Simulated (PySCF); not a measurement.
# C4H12Ge: the cost of one run

The runs use PySCF 2.14.0; levels as typed in each script, gas phase, geometry from GFN2-xTB.

**1. Starting geometry**

SMILES `C[Ge](C)(C)C`, 17 atoms, charge 0, spin multiplicity 1.

Bond lengths: C1–Ge2 1.987 Å, C1–H6 1.086 Å, C1–H7 1.087 Å, C1–H8 1.084 Å, Ge2–C3 1.987 Å, Ge2–C4 1.987 Å, Ge2–C5 1.987 Å, C3–H9 1.086 Å, C3–H10 1.087 Å, C3–H11 1.084 Å, C4–H12 1.086 Å, C4–H13 1.088 Å, C4–H14 1.086 Å, C5–H15 1.084 Å, C5–H16 1.086 Å, C5–H17 1.087 Å. Angles: Ge2–C1–H6 110.8°, Ge2–C1–H7 110.8°, Ge2–C1–H8 110.9°, H6–C1–H7 107.9°, H6–C1–H8 108.1°, H7–C1–H8 108.2°, C1–Ge2–C3 109.5°, C1–Ge2–C4 109.4°, C1–Ge2–C5 109.5°, C3–Ge2–C4 109.5°, C3–Ge2–C5 109.4°, C4–Ge2–C5 109.5°, Ge2–C3–H9 110.8°, Ge2–C3–H10 110.8°, Ge2–C3–H11 110.9°, H9–C3–H10 107.9°, H9–C3–H11 108.1°, H10–C3–H11 108.2° and more.

As a file:

```
C     0.9821    1.0868   -1.3421
Ge   -0.0003   -0.0001    0.0005
C    -1.0314   -1.4254   -0.9241
C     1.2974   -0.8297    1.2562
C    -1.2498    1.1681    1.0123
H     0.2949    1.5317   -2.0563
H     1.6874    0.4721   -1.8949
H     1.5345    1.8875   -0.8627
H    -0.3718   -2.0637   -1.5054
H    -1.7630   -0.9944   -1.6022
H    -1.5583   -2.0478   -0.2092
H     2.0005   -1.4623    0.7232
H     1.8876   -0.0672    1.7597
H     0.7853   -1.4402    1.9937
H    -1.8159    0.5934    1.7370
H    -1.9539    1.6526    0.3417
H    -0.7067    1.9442    1.5448
```

**2. Excited states (PBE0/def2-svp)**

The input, input.py:

```python
import numpy as np
from pyscf import gto, scf, dft, tdscf
from pyscf.scf import atom_ks, atom_hf
from scipy.linalg import block_diag

def solve(mol, dm0=None, hcore=None):
    mf = (dft.UKS if mol.spin else dft.RKS)(mol, xc='pbe0')
    mf.grids.level = 3
    mf = mf.density_fit(auxbasis='def2-universal-jkfit')
    mf.conv_tol, mf.max_cycle = 1e-8, 80
    if hcore is not None:
        mf.get_hcore = lambda *args: hcore
    mf.kernel(dm0)
    if not mf.converged:
        mf = mf.newton().run(mf.mo_coeff, mf.mo_occ, max_cycle=30)
    assert mf.converged, 'SCF not converged'
    return mf

mol = gto.M(atom='''
C      0.98214     1.08682    -1.34211
Ge    -0.00034    -0.00014     0.00052
C     -1.03139    -1.42542    -0.92407
C      1.29738    -0.82973     1.25615
C     -1.24977     1.16808     1.01232
H      0.29491     1.53171    -2.05633
H      1.68742     0.47209    -1.89486
H      1.53453     1.88748    -0.86272
H     -0.37183    -2.06369    -1.50536
H     -1.76295    -0.99443    -1.60224
H     -1.55827    -2.04779    -0.20920
H      2.00051    -1.46225     0.72321
H      1.88762    -0.06716     1.75970
H      0.78534    -1.44024     1.99374
H     -1.81593     0.59343     1.73705
H     -1.95391     1.65263     0.34171
H     -0.70670     1.94423     1.54478
''', basis='def2-svp', charge=0, spin=0, verbose=4)
mf = solve(mol)
td = mf.TDA()
td.nstates, td.singlet, td.conv_tol = 6, True, 1e-5
td.kernel()
td.analyze()
x, y = np.array([p[0] for p in td.xy]), np.array([p[1] + 0 * p[0] for p in td.xy])
f, mu = td.oscillator_strength(), td.transition_dipole()
nto = [td.get_nto(state=i + 1, verbose=4) for i in range(len(td.e))]
# spherically averaged free atoms, for the promolecule
atm = atom_ks.get_atm_nrks(mol, xc='pbe0')
pro = block_diag(*[(atm[a[0]][2] * atm[a[0]][3]) @ atm[a[0]][2].T for a in mol._atom])
np.savez('result.npz', e=td.e, f=f, ok=td.converged, w=[n[0] for n in nto], nto=[n[1] for n in nto], x=x, y=y, c=mf.mo_coeff, occ=mf.mo_occ, eps=mf.mo_energy, pro=pro, mu=mu)
```

Launch:

```console
$ OMP_NUM_THREADS=1 python input.py
```

Q: Estimate wall time and peak memory on 1 thread of AMD EPYC 9R14 (Zen 4), shared host.

About 2.1 min, with a peak of 0.83 GiB.
